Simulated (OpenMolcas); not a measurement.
# Co³⁺ among point charges: CASSCF and CASPT2 levels and susceptibility, part 2 of 2

Aim: the splitting of the states of Co³⁺ in the field of 5 point charges, its lowest levels with spin-orbit coupling and its magnetic susceptibility.

OpenMolcas 26.06; ANO-RCC-VDZP, DKH2, active space 6 electrons in 5 orbitals (3d), orbitals: per spin and parity. Surroundings: 5 point charges of -2 e arranged as a square pyramid (C4v), 2 Å from the ion, with the axial distance 1.920 Å. Earlier steps stand in the parts before.

## Step 7: CASPT2: IPEA 0.25, imaginary shift 0.1 (closed shells correlated: 3s 3p)

Contents of a.inp:

```
>>> COPY JOB001 $Project.JobIph
&CASPT2
Multistate=5 1 2 3 4 5
NoMult
Frozen=5
IPEA=0.25
Imaginary=0.1
MaxIter=60
WThr=0.0 0.3 0.05
PrWF=0.5
NoMix
>>> COPY JOB002 $Project.JobIph
&CASPT2
Multistate=45 1 2 3 4 5 6 7 8 9 10 11 12 13 14 15 16 17 18 19 20 21 22
23 24 25 26 27 28 29 30 31 32 33 34 35 36 37 38 39 40 41 42 43 44 45
NoMult
Frozen=5
IPEA=0.25
Imaginary=0.1
MaxIter=60
WThr=0.0 0.3 0.05
PrWF=0.5
NoMix
>>> COPY JOB003 $Project.JobIph
&CASPT2
Multistate=50 1 2 3 4 5 6 7 8 9 10 11 12 13 14 15 16 17 18 19 20 21 22
23 24 25 26 27 28 29 30 31 32 33 34 35 36 37 38 39 40 41 42 43 44 45 46
47 48 49 50
NoMult
Frozen=5
IPEA=0.25
Imaginary=0.1
MaxIter=60
WThr=0.0 0.3 0.05
PrWF=0.5
NoMix
```

Launch:

```sh
> OMP_NUM_THREADS=1 MOLCAS_MEM=1689 MOLCAS_PROJECT=a pymolcas a.inp > a.log
```

The log of the run:

```text
Orbital specifications:
      -----------------------

      Symmetry species                           1
                                                 a
      Frozen orbitals                            5
      Inactive orbitals                          4
      Active orbitals                            5
      Secondary orbitals                        20
      Deleted orbitals                           0
      Number of basis functions                 34
Type of calculation                        SS-CASPT2
      Fock operator                              state-specific
      IPEA shift                                 0.25
      Real shift                                 0.00
      Imaginary shift                            0.10
      The input orbitals will be transformed to quasi-canonical
Reference energy:       -1397.8817575609
      E2 (Non-variational):      -0.3145124544
      Shift correction:          -0.0000963832
      E2 (Variational):          -0.3146088376
      Total energy:           -1398.1963663985
      Residual norm:              0.0000009838
      Reference weight:           0.95440
      Contributions to the CASPT2 correlation energy
      Active & Virtual Only:         -0.0974697781
      One Inactive Excited:          -0.1507557637
      Two Inactive Excited:          -0.0662869126
Reference energy:       -1397.8807716336
      E2 (Non-variational):      -0.3131431268
      Shift correction:          -0.0001130512
      E2 (Variational):          -0.3132561780
      Total energy:           -1398.1940278116
      Residual norm:              0.0000002035
      Reference weight:           0.95457
      Contributions to the CASPT2 correlation energy
      Active & Virtual Only:         -0.0964222699
      One Inactive Excited:          -0.1504632212
      Two Inactive Excited:          -0.0662576357
::    CASPT2 Root  1     Total energy:  -1398.19636640
::    CASPT2 Root  2     Total energy:  -1398.19402781
::    CASPT2 Root  3     Total energy:  -1398.19402781
::    CASPT2 Root  4     Total energy:  -1398.17483724
::    CASPT2 Root  5     Total energy:  -1398.15566471
Orbital specifications:
      -----------------------

      Symmetry species                           1
                                                 a
      Frozen orbitals                            5
      Inactive orbitals                          4
      Active orbitals                            5
      Secondary orbitals                        20
      Deleted orbitals                           0
      Number of basis functions                 34
Type of calculation                        SS-CASPT2
      Fock operator                              state-specific
      IPEA shift                                 0.25
      Real shift                                 0.00
      Imaginary shift                            0.10
      The input orbitals will be transformed to quasi-canonical
Reference energy:       -1397.7679987959
      E2 (Non-variational):      -0.3186109179
      Shift correction:          -0.0001088205
      E2 (Variational):          -0.3187197384
      Total energy:           -1398.0867185343
      Residual norm:              0.0000001283
      Reference weight:           0.95387
      Contributions to the CASPT2 correlation energy
      Active & Virtual Only:         -0.0971094505
      One Inactive Excited:          -0.1578594860
      Two Inactive Excited:          -0.0636419813
Reference energy:       -1397.7679987959
      E2 (Non-variational):      -0.3186109171
      Shift correction:          -0.0001088205
      E2 (Variational):          -0.3187197376
      Total energy:           -1398.0867185334
      Residual norm:              0.0000001283
      Reference weight:           0.95387
      Contributions to the CASPT2 correlation energy
      Active & Virtual Only:         -0.0971094494
      One Inactive Excited:          -0.1578594862
      Two Inactive Excited:          -0.0636419815
::    CASPT2 Root  1     Total energy:  -1398.08671853
::    CASPT2 Root  2     Total energy:  -1398.08671853
::    CASPT2 Root  3     Total energy:  -1398.08380112
::    CASPT2 Root  4     Total energy:  -1398.08352638
::    CASPT2 Root  5     Total energy:  -1398.08094212
::    CASPT2 Root  6     Total energy:  -1398.08094212
::    CASPT2 Root  7     Total energy:  -1398.07524297
::    CASPT2 Root  8     Total energy:  -1398.07793699
::    CASPT2 Root  9     Total energy:  -1398.07657352
::    CASPT2 Root 10     Total energy:  -1398.07657352
::    CASPT2 Root 11     Total energy:  -1398.07619170
::    CASPT2 Root 12     Total energy:  -1398.07825941
::    CASPT2 Root 13     Total energy:  -1398.07825941
::    CASPT2 Root 14     Total energy:  -1398.07358657
::    CASPT2 Root 15     Total energy:  -1398.07612273
::    CASPT2 Root 16     Total energy:  -1398.06908216
::    CASPT2 Root 17     Total energy:  -1398.06560826
::    CASPT2 Root 18     Total energy:  -1398.06560826
::    CASPT2 Root 19     Total energy:  -1398.06180606
::    CASPT2 Root 20     Total energy:  -1398.06180606
::    CASPT2 Root 21     Total energy:  -1398.05573991
::    CASPT2 Root 22     Total energy:  -1398.05178262
::    CASPT2 Root 23     Total energy:  -1398.05054755
::    CASPT2 Root 24     Total energy:  -1398.05028861
::    CASPT2 Root 25     Total energy:  -1398.05028861
::    CASPT2 Root 26     Total energy:  -1398.03970884
::    CASPT2 Root 27     Total energy:  -1398.03691863
::    CASPT2 Root 28     Total energy:  -1398.03691863
::    CASPT2 Root 29     Total energy:  -1398.03627678
::    CASPT2 Root 30     Total energy:  -1398.03684515
Orbital specifications:
      -----------------------

      Symmetry species                           1
                                                 a
      Frozen orbitals                            5
      Inactive orbitals                          4
      Active orbitals                            5
      Secondary orbitals                        20
      Deleted orbitals                           0
      Number of basis functions                 34
Type of calculation                        SS-CASPT2
      Fock operator                              state-specific
      IPEA shift                                 0.25
      Real shift                                 0.00
      Imaginary shift                            0.10
      The input orbitals will be transformed to quasi-canonical
Reference energy:       -1397.7132511179
      E2 (Non-variational):      -0.3131615143
      Shift correction:          -0.0000778992
      E2 (Variational):          -0.3132394135
      Total energy:           -1398.0264905315
      Residual norm:              0.0000004213
      Reference weight:           0.95721
      Contributions to the CASPT2 correlation energy
      Active & Virtual Only:         -0.0941867860
      One Inactive Excited:          -0.1554685980
      Two Inactive Excited:          -0.0635061303
Reference energy:       -1397.7118161836
      E2 (Non-variational):      -0.3195895083
      Shift correction:          -0.0001134385
      E2 (Variational):          -0.3197029467
      Total energy:           -1398.0315191303
      Residual norm:              0.0000001072
      Reference weight:           0.95390
      Contributions to the CASPT2 correlation energy
      Active & Virtual Only:         -0.0969976050
      One Inactive Excited:          -0.1611293069
      Two Inactive Excited:          -0.0614625963
::    CASPT2 Root  1     Total energy:  -1398.02649053
::    CASPT2 Root  2     Total energy:  -1398.03151913
::    CASPT2 Root  3     Total energy:  -1398.03151913
::    CASPT2 Root  4     Total energy:  -1398.03255104
::    CASPT2 Root  5     Total energy:  -1398.03199009
::    CASPT2 Root  6     Total energy:  -1398.02020463
::    CASPT2 Root  7     Total energy:  -1398.02363710
::    CASPT2 Root  8     Total energy:  -1398.02363710
::    CASPT2 Root  9     Total energy:  -1398.02042459
::    CASPT2 Root 10     Total energy:  -1398.02496470
::    CASPT2 Root 11     Total energy:  -1398.02065240
::    CASPT2 Root 12     Total energy:  -1398.02065240
::    CASPT2 Root 13     Total energy:  -1398.02232762
::    CASPT2 Root 14     Total energy:  -1398.01240528
::    CASPT2 Root 15     Total energy:  -1398.01051964
::    CASPT2 Root 16     Total energy:  -1398.00251130
::    CASPT2 Root 17     Total energy:  -1398.00251130
::    CASPT2 Root 18     Total energy:  -1398.00176816
::    CASPT2 Root 19     Total energy:  -1398.00649509
::    CASPT2 Root 20     Total energy:  -1398.00048121
::    CASPT2 Root 21     Total energy:  -1398.00351043
::    CASPT2 Root 22     Total energy:  -1398.00351043
::    CASPT2 Root 23     Total energy:  -1398.00905645
::    CASPT2 Root 24     Total energy:  -1397.99717724
::    CASPT2 Root 25     Total energy:  -1397.99019708
::    CASPT2 Root 26     Total energy:  -1397.98715033
::    CASPT2 Root 27     Total energy:  -1397.98715032
::    CASPT2 Root 28     Total energy:  -1397.96601769
::    CASPT2 Root 29     Total energy:  -1397.96662289
::    CASPT2 Root 30     Total energy:  -1397.96662289
```

Time for this run: 12 s (1 thread, shared host).

SS-CASPT2: lowest energy less the reference's lowest, -0.3146 hartree; reference weights 0.944 to 0.957.

States without spin-orbit coupling:

```csv
state,degeneracy,E (cm-1),free-ion L (%)
quintet,1,0,D (100)
quintet,2,513,D (100)
quintet,1,4725,D (100)
quintet,1,8933,D (100)
triplet,2,24065,H (80)
triplet,1,24705,H (74)
triplet,1,24766,H (79)
triplet,2,25333,H (88)
triplet,2,25921,P (51)
triplet,1,25992,H (91)
triplet,2,26291,H (77)
triplet,1,26375,H (80)
triplet,1,26390,P (84)
triplet,1,26584,H (77)
triplet,1,26947,F (68)
triplet,1,27936,F (80)
triplet,2,28698,F (46)
triplet,2,29533,F (72)
triplet,1,30864,F (68)
triplet,1,31732,G (96)
triplet,1,32004,G (69)
triplet,2,32060,G (73)
triplet,1,34382,G (87)
triplet,2,34995,G (65)
```

With spin-orbit coupling:

```tsv
E (cm-1)	Degeneracy	2S+1	g
0	1	5	
38	2	5	0.00 0.00 3.71
170	1	5	
170	1	5	
600	2	5	0.00 0.00 9.99
1000	1	5	
1010	1	5	
1070	2	5	0.00 0.00 3.24
1080	1	5	
1450	2	5	0.00 0.00 5.04
1460	1	5	
5040	2	5	0.00 0.00 9.17
5140	2	5	0.00 0.00 4.61
5180	1	5	
9370	1	5	
9380	2	5	0.00 0.00 3.39
9430	1	5	
9430	1	5	
24070	1	3	
24170	1	3	
24210	2	3	0.00 0.00 4.76
24270	1	3	
24720	1	3	
24960	1	3
```

Powder χT (cm³ K/mol): 0.39 at 2 K, 0.97 at 5 K, 1.92 at 10 K, 3.31 at 20 K, 4.47 at 50 K, 4.84 at 100 K, 4.95 at 150 K, 5.01 at 200 K, 5.04 at 250 K, 5.05 at 300 K.

## Step 8: The methods side by side

A. CASSCF
B. SS-CASPT2, IPEA 0.25, imaginary shift 0.1 (closed shells correlated: 3s 3p)

```
method  ground state  first state of that spin (cm-1)  first gap with spin-orbit (cm-1)  χT at 300 K
     A       quintet                    quintet 216.4                              33.9         5.20
     B       quintet                    quintet 513.3                              38.2         5.05
```

## Step 9: Summary of results

The summary covers parts 1 to 2.

```
                                            quantity                                                                        value
                                              method  SS-CASPT2, IPEA 0.25, imaginary shift 0.1 (closed shells correlated: 3s 3p)
                              spin-free ground state                                          quintet, 1-fold in its orbital part
first state of the same spin within the active space                                                          quintet at 513 cm⁻¹
                                        lowest level                                                                       1-fold
                                          next level                                                                    38.2 cm⁻¹
                                         χT at 300 K                                                               5.05 cm³ K/mol
                           effective moment at 300 K                                                                      6.35 μB
```

Cost by method:

| method | time of its own steps | time with the reference |
| --- | --- | --- |
| A. CASSCF | 34 s | 34 s |
| B. SS-CASPT2, IPEA 0.25, imaginary shift 0.1, +3s 3p | 12 s | 46 s |

Times are of one thread on a shared host.

In words: The spin-free ground state (quintet) comes to 100 % from free-ion D terms and keeps the highest spin of the shell. χT at 300 K is 5.05, against 3.01 cm³ K/mol for the spin alone, so orbital moment adds to it. An active space of the d shell alone favours high spin; real ions in strong fields can be low spin. The field of point charges can differ much from that of real complexes. With metal d orbitals alone active, the gaps between spin states are rough; where two lie within a few thousand cm-1, their order is open. Point charges carry no covalency, so the field is a model and not that of real ligands.
